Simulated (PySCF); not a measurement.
**BrFGeH₂: electronic excitations at several levels of theory**

How much do the electronic excitations of BrFGeH₂ (`[F][GeH2][Br]`) depend on the level of theory, and what does each level cost?

Computed with PySCF 2.14.0, with density-fitted response routines of our own, on a single molecule in the gas phase. Atoms count from 0, in the outputs and in this text.

## 1. The molecule as given

5 atoms, charge 0, multiplicity 1; geometry from: PBE0-D3(BJ)/def2-SVP.

Bonds of the start (Å): F0–Ge1 1.73, Ge1–Br2 2.29, Ge1–H3 1.53, Ge1–H4 1.53.

## 2. Ultraviolet spectrum: PBE0/aug-cc-pVDZ

Job settings and geometry (Å):

```
{"job": {"kind": "uv", "xc": "PBE0", "basis": "aug-cc-pVDZ"}, "charge": 0, "multiplicity": 1}
F     -0.627408     1.381124    -0.274343
Ge     0.148454    -0.163701    -0.127454
Br     2.409425     0.201283    -0.117119
H     -0.268232    -0.747232     1.224575
H     -0.219517    -0.970061    -1.375115
```

Level: TDDFT PBE0/aug-cc-pVDZ, vertical, gas phase, core orbitals frozen in the response.

Started as:

```
OMP_NUM_THREADS=1 python probes_run.py task.json out
```

One launch serves the whole session: the jobs run in the order shown.

The log of the run:

```text
coarse grid: 24992 points
cycle   1  E = -4751.5086801953  dE = -1.471e+00  |g| = 5.806e-01  |ddm| = 3.934e+00
cycle   2  E = -4751.3744924583  dE =  1.342e-01  |g| = 1.065e+00  |ddm| = 2.503e+00
cycle   3  E = -4751.5754284414  dE = -2.009e-01  |g| = 7.920e-02  |ddm| = 1.383e+00
cycle   4  E = -4751.5767891840  dE = -1.361e-03  |g| = 2.953e-02  |ddm| = 2.490e-01
cycle   5  E = -4751.5770234162  dE = -2.342e-04  |g| = 4.742e-03  |ddm| = 7.205e-02
cycle   6  E = -4751.5770293991  dE = -5.983e-06  |g| = 6.796e-04  |ddm| = 1.106e-02
final grid: 48464 points
cycle   7  E = -4751.5769872419  dE =  1.896e-08  |g| = 8.797e-04  |ddm| = 3.520e-03
cycle   8  E = -4751.5769870878  dE =  1.541e-07  |g| = 1.237e-03  |ddm| = 3.987e-03
cycle   9  E = -4751.5769874588  dE = -3.710e-07  |g| = 1.327e-04  |ddm| = 2.150e-03
cycle  10  E = -4751.5769874628  dE = -4.040e-09  |g| = 1.478e-05  |ddm| = 2.292e-04
cycle  11  E = -4751.5769874629  dE = -3.365e-11  |g| = 2.035e-06  |ddm| = 3.661e-05
converged SCF energy = -4751.5769874629

Static polarisability (au): isotropic 51.236, principal 44.461 45.847 63.401

Singlet excitations
state   eV       nm        f      main configurations
  1   6.2815    197.4   0.02299   H->L 0.97
  2   6.4849    191.2   0.01205   H-1->L 0.97
  3   6.8393    181.3   0.00123   H->L+1 0.98
  4   7.2242    171.6   0.00760   H-1->L+1 0.90
  5   7.4365    166.7   0.00343   H->L+2 0.98
  6   7.6864    161.3   0.03583   H-1->L+2 0.98
  7   8.1386    152.3   0.01603   H-3->L 0.87
  8   8.2632    150.0   0.06853   H-2->L+1 0.67, H-2->L 0.23
  9   8.3782    148.0   0.00011   H-3->L+1 0.89
 10   8.4430    146.8   0.20385   H-2->L 0.46, H-2->L+1 0.29, H->L+6 0.15

Triplet excitations (Tamm-Dancoff, eV): 5.7578 5.9788 6.6711 6.8020
```

It took 9.9 s on 1 thread of Arm Neoverse V1, shared host; peak memory 0.5 GiB.

The orbitals next to the gap, with their largest atomic shares:

| orbital | eV | atoms |
| --- | --- | --- |
| HOMO−3 | -10.50 | F0 32 %, Ge1 28 %, H3 16 % |
| HOMO−2 | -10.29 | Br2 51 %, F0 20 %, Ge1 18 % |
| HOMO−1 | -8.91 | Br2 90 %, Ge1 6 % |
| HOMO | -8.68 | Br2 83 %, Ge1 9 % |
| LUMO | -1.00 | Ge1 38 %, Br2 32 %, H3 13 % |
| LUMO+1 | -0.56 | Ge1 65 %, F0 10 %, Br2 9 % |
| LUMO+2 | -0.12 | Ge1 34 %, H4 29 %, H3 29 % |

With each of the 10 states as a Gaussian band of 0.4 eV half-width at 1/e, the curve within the window shown has maxima at 195 nm (ε 1,400), 148 nm (ε 11,000) L/(mol cm). Beyond the last state computed it falls off for lack of states. The curve at chosen wavelengths:

| nm | ε (L/mol/cm) |
| --- | --- |
| 142 | 5431 |
| 145 | 9373 |
| 148 | 11129 |
| 151 | 9686 |
| 154 | 6710 |
| 157 | 4209 |
| 160 | 2797 |
| 163 | 2072 |
| 166 | 1578 |
| 169 | 1159 |
| 172 | 823 |
| 175 | 601 |
| 178 | 506 |
| 182 | 581 |
| 185 | 766 |
| 188 | 1004 |
| 191 | 1218 |
| 194 | 1340 |
| 197 | 1332 |
| 200 | 1201 |
| 203 | 988 |
| 206 | 746 |
| 209 | 520 |
| 212 | 337 |
| 215 | 204 |
| 218 | 116 |

Further results of this job:

| property | computed |
| --- | --- |
| dipole moment (D) | 2.21 |
| polarisability (Å³) | 7.59 |
| HOMO–LUMO gap (eV) | 7.68 |
| −ε(HOMO) (eV) | 8.68 |

## 3. Ultraviolet spectrum: PBE0/aug-cc-pVTZ

Job settings and geometry (Å):

```
{"job": {"kind": "uv", "xc": "PBE0", "basis": "aug-cc-pVTZ"}, "charge": 0, "multiplicity": 1}
F     -0.627408     1.381124    -0.274343
Ge     0.148454    -0.163701    -0.127454
Br     2.409425     0.201283    -0.117119
H     -0.268232    -0.747232     1.224575
H     -0.219517    -0.970061    -1.375115
```

Method: TDDFT PBE0/aug-cc-pVTZ, vertical, gas phase, core orbitals frozen in the response.

The log of the run:

```text
coarse grid: 24992 points
cycle   1  E = -4751.6597523138  dE = -1.483e+00  |g| = 7.806e-01  |ddm| = 4.527e+00
cycle   2  E = -4751.4800880936  dE =  1.797e-01  |g| = 1.335e+00  |ddm| = 1.990e+00
cycle   3  E = -4751.7462222175  dE = -2.661e-01  |g| = 1.610e-01  |ddm| = 1.273e+00
cycle   4  E = -4751.7496004481  dE = -3.378e-03  |g| = 3.960e-02  |ddm| = 2.201e-01
cycle   5  E = -4751.7498002699  dE = -1.998e-04  |g| = 1.064e-02  |ddm| = 4.615e-02
cycle   6  E = -4751.7498186078  dE = -1.834e-05  |g| = 2.510e-03  |ddm| = 1.309e-02
cycle   7  E = -4751.7498203731  dE = -1.765e-06  |g| = 3.587e-04  |ddm| = 4.438e-03
final grid: 48464 points
cycle   8  E = -4751.7498237765  dE = -1.344e-07  |g| = 5.130e-04  |ddm| = 2.732e-03
cycle   9  E = -4751.7498237332  dE =  4.333e-08  |g| = 7.325e-04  |ddm| = 1.422e-03
cycle  10  E = -4751.7498238339  dE = -1.007e-07  |g| = 8.067e-05  |ddm| = 7.635e-04
cycle  11  E = -4751.7498238350  dE = -1.117e-09  |g| = 1.730e-05  |ddm| = 1.092e-04
cycle  12  E = -4751.7498238350  dE = -3.183e-11  |g| = 4.916e-06  |ddm| = 2.134e-05
converged SCF energy = -4751.7498238350

Static polarisability (au): isotropic 52.288, principal 45.515 47.114 64.234

Singlet excitations
state   eV       nm        f      main configurations
  1   6.3372    195.6   0.02328   H->L 0.96
  2   6.5443    189.5   0.01260   H-1->L 0.97
  3   6.8402    181.3   0.00103   H->L+1 0.98
  4   7.2293    171.5   0.00741   H-1->L+1 0.90
  5   7.4215    167.1   0.00420   H->L+2 0.97
  6   7.6690    161.7   0.03753   H-1->L+2 0.98
  7   8.1833    151.5   0.00972   H-3->L 0.81, H->L+4 0.10
  8   8.2459    150.4   0.03614   H-2->L+1 0.79, H-2->L 0.13
  9   8.3673    148.2   0.00120   H-3->L+1 0.83, H->L+4 0.10
 10   8.4114    147.4   0.15522   H-2->L 0.48, H-2->L+1 0.17, H->L+6 0.15

Triplet excitations (Tamm-Dancoff, eV): 5.8167 6.0376 6.6676 6.7977
```

Run time: 27 s. Hardware: 1 thread of Arm Neoverse V1, shared host; peak memory 0.8 GiB.

This run: HOMO -8.69 eV, LUMO -0.94 eV; lowest singlet 6.34 eV.

## 4. TDDFT and polarisability: PBE0/def2-TZVPD

Job settings and geometry (Å):

```
{"job": {"kind": "uv", "xc": "PBE0", "basis": "def2-TZVPD"}, "charge": 0, "multiplicity": 1}
F     -0.627408     1.381124    -0.274343
Ge     0.148454    -0.163701    -0.127454
Br     2.409425     0.201283    -0.117119
H     -0.268232    -0.747232     1.224575
H     -0.219517    -0.970061    -1.375115
```

With the program's defaults for keys left out, this is: TDDFT PBE0/def2-TZVPD, vertical, gas phase, core orbitals frozen in the response.

The log of the run:

```text
coarse grid: 24992 points
cycle   1  E = -4751.5685165420  dE = -1.494e+00  |g| = 9.278e-01  |ddm| = 1.877e+00
cycle   2  E = -4751.3679428901  dE =  2.006e-01  |g| = 1.510e+00  |ddm| = 1.253e+00
cycle   3  E = -4751.6650960383  dE = -2.972e-01  |g| = 2.051e-01  |ddm| = 8.094e-01
cycle   4  E = -4751.6703387922  dE = -5.243e-03  |g| = 4.468e-02  |ddm| = 1.221e-01
cycle   5  E = -4751.6705375349  dE = -1.987e-04  |g| = 1.225e-02  |ddm| = 2.570e-02
cycle   6  E = -4751.6705513743  dE = -1.384e-05  |g| = 2.508e-03  |ddm| = 8.631e-03
cycle   7  E = -4751.6705528507  dE = -1.476e-06  |g| = 5.982e-04  |ddm| = 2.821e-03
final grid: 48464 points
cycle   8  E = -4751.6705367037  dE = -8.622e-08  |g| = 8.266e-04  |ddm| = 1.727e-03
cycle   9  E = -4751.6705365989  dE =  1.048e-07  |g| = 1.163e-03  |ddm| = 1.546e-03
cycle  10  E = -4751.6705368567  dE = -2.578e-07  |g| = 1.208e-04  |ddm| = 8.099e-04
cycle  11  E = -4751.6705368588  dE = -2.124e-09  |g| = 2.305e-05  |ddm| = 8.487e-05
cycle  12  E = -4751.6705368589  dE = -7.094e-11  |g| = 5.925e-06  |ddm| = 1.317e-05
converged SCF energy = -4751.6705368589

Static polarisability (au): isotropic 52.286, principal 45.591 47.161 64.105

Singlet excitations
state   eV       nm        f      main configurations
  1   6.3616    194.9   0.02264   H->L 0.97
  2   6.5668    188.8   0.01260   H-1->L 0.98
  3   6.8848    180.1   0.00087   H->L+1 0.98
  4   7.2776    170.4   0.00682   H-1->L+1 0.90
  5   7.6132    162.9   0.00353   H->L+2 0.98
  6   7.8587    157.8   0.03475   H-1->L+2 0.99
  7   8.2297    150.7   0.00825   H-3->L 0.84
  8   8.2887    149.6   0.03718   H-2->L+1 0.81, H-2->L 0.12
  9   8.4145    147.3   0.00050   H-3->L+1 0.84, H->L+3 0.09
 10   8.4684    146.4   0.22645   H-2->L 0.54, H->L+7 0.19, H-2->L+1 0.16

Triplet excitations (Tamm-Dancoff, eV): 5.8344 6.0538 6.7098 6.8323
```

Run time: 19 s. Hardware: 1 thread of Arm Neoverse V1, shared host; peak memory 0.71 GiB.

This run: HOMO -8.69 eV, LUMO -0.89 eV; lowest singlet 6.36 eV.

## 5. Side by side: electronic excitations

Excitations and ground-state properties, with basis size and wall time:

| run | lowest singlet (eV) | brightest (eV) | f | gap (eV) | α (Å³) | μ (D) | functions | time |
| --- | --- | --- | --- | --- | --- | --- | --- | --- |
| PBE0/aug-cc-pVDZ | 6.28 | 8.44 | 0.204 | 7.68 | 7.59 | 2.21 | 113 | 9.9 s |
| PBE0/aug-cc-pVTZ | 6.34 | 8.41 | 0.155 | 7.75 | 7.75 | 2.17 | 210 | 27 s |
| PBE0/def2-TZVPD | 6.36 | 8.47 | 0.226 | 7.80 | 7.75 | 2.18 | 169 | 19 s |

## 6. Outcome

| quantity | value |
| --- | --- |
| lowest singlet (PBE0/aug-cc-pVDZ) | 6.28 eV (197 nm), f = 0.023 |
| brightest single state of those computed | state 10, 8.44 eV, f = 0.204 |
| lowest triplet | 5.76 eV |
| range of the lowest singlet | 6.28 to 6.36 eV |

Single values in the summary come from the first run of each kind that ended normally (PBE0/aug-cc-pVDZ), which need not be the best level. The first singlet state (HOMO→LUMO 0.97) lies at 6.28 eV and is weak; of the 10 states computed, the strongest absorption comes from state 10 at 8.44 eV (the last computed, so partners may be missing). The lowest triplet lies 0.52 eV below the lowest singlet (triplets in Tamm-Dancoff, singlets in full TDDFT). The lowest singlet runs from 6.28 eV (PBE0/aug-cc-pVDZ) to 6.36 eV (PBE0/def2-TZVPD), while the orbital gap spans 7.68 to 7.80 eV. The lowest state need not be the same one in every run.
